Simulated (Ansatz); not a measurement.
# GeH₂O: single points off equilibrium

Aim: energy, forces and dipole at a structure displaced at random from a GFN2-xTB minimum, from several density functionals.

Computed with Ansatz 0.2.0, Gaussian basis. Level: single points in def2-TZVPP.

Filled d shells of heavy p-block atoms are frozen too.

1 further run of the same task is left out (set aside as unsound or not needed).

**1. Where the work starts**

4 atoms, charge 0, spin multiplicity 1.

Atoms are counted from 1 here; the program's logs count them from 0.

Bond lengths: O1–Ge2 1.767 Å, O1–H3 0.974 Å, Ge2–H4 1.647 Å. Angles: Ge2–O1–H3 119.8°, O1–Ge2–H4 90.3°.

As a file:

```xyz
4
charge 0, multiplicity 1
O    -0.07310   -0.62750    0.47820
Ge    0.53820    0.57270   -0.66530
H     0.50280   -1.35780    0.76760
H    -0.91440    1.34890   -0.64050
```

**2. PBE0-D4/def2-TZVPP**

The input, run/in.yaml:

```yaml
crystal:
  periodic: [false, false, false]
  atoms:
    - {symbol: O, position_ang: [-0.073100, -0.627500, 0.478200]}
    - {symbol: Ge, position_ang: [0.538200, 0.572700, -0.665300]}
    - {symbol: H, position_ang: [0.502800, -1.357800, 0.767600]}
    - {symbol: H, position_ang: [-0.914400, 1.348900, -0.640500]}
basis:
  gaussian: {orbitals: def2-TZVPP}
hamiltonian: {xc: pbe0, dispersion: d4}
output: {forces: true, orbitals: {seedname: orbitals}}
```

The command line of these runs was not kept.

**3. wB97M-V/def2-TZVPP**

run/in.yaml: that of step 2 with these lines changed.

```diff
@@ -9,3 +9,3 @@
   gaussian: {orbitals: def2-TZVPP}
-hamiltonian: {xc: pbe0, dispersion: d4}
-output: {forces: true, orbitals: {seedname: orbitals}}
+hamiltonian: {xc: {name: wB97M-V}}
+output: {forces: true}
```

**4. r2SCAN-D4/def2-TZVPP**

run/in.yaml: that of step 3 with these lines changed.

```diff
@@ -9,3 +9,3 @@
   gaussian: {orbitals: def2-TZVPP}
-hamiltonian: {xc: {name: wB97M-V}}
+hamiltonian: {xc: r2scan, dispersion: d4}
 output: {forces: true}
```

**5. PBE-D4/def2-TZVPP**

run/in.yaml: that of step 4 with these lines changed.

```diff
@@ -9,3 +9,3 @@
   gaussian: {orbitals: def2-TZVPP}
-hamiltonian: {xc: r2scan, dispersion: d4}
+hamiltonian: {xc: pbe, dispersion: d4}
 output: {forces: true}
```

**6. B97M-V/def2-TZVPP**

run/in.yaml: that of step 5 with these lines changed.

```diff
@@ -9,3 +9,3 @@
   gaussian: {orbitals: def2-TZVPP}
-hamiltonian: {xc: pbe, dispersion: d4}
+hamiltonian: {xc: {name: B97M-V}}
 output: {forces: true}
```

**7. CAM-B3LYP-D4/def2-TZVPP**

run/in.yaml: that of step 6 with these lines changed.

```diff
@@ -9,3 +9,3 @@
   gaussian: {orbitals: def2-TZVPP}
-hamiltonian: {xc: {name: B97M-V}}
+hamiltonian: {xc: {name: CAM-B3LYP}, dispersion: d4}
 output: {forces: true}
```

(Steps that only read results are left out.)

Before running it: what results should come out? Wanted: RMS force component; HOMO and LUMO, PBE0-D4.

As calculated:

```
              quantity                                 value
   RMS force component  0.463 to 0.528 eV/Å over the methods
HOMO and LUMO, PBE0-D4                    -6.63 and -2.17 eV
```

**Reading.** No sound CCSD(T) forces are at hand. Among the functionals the RMS force differs by up to 14 %.
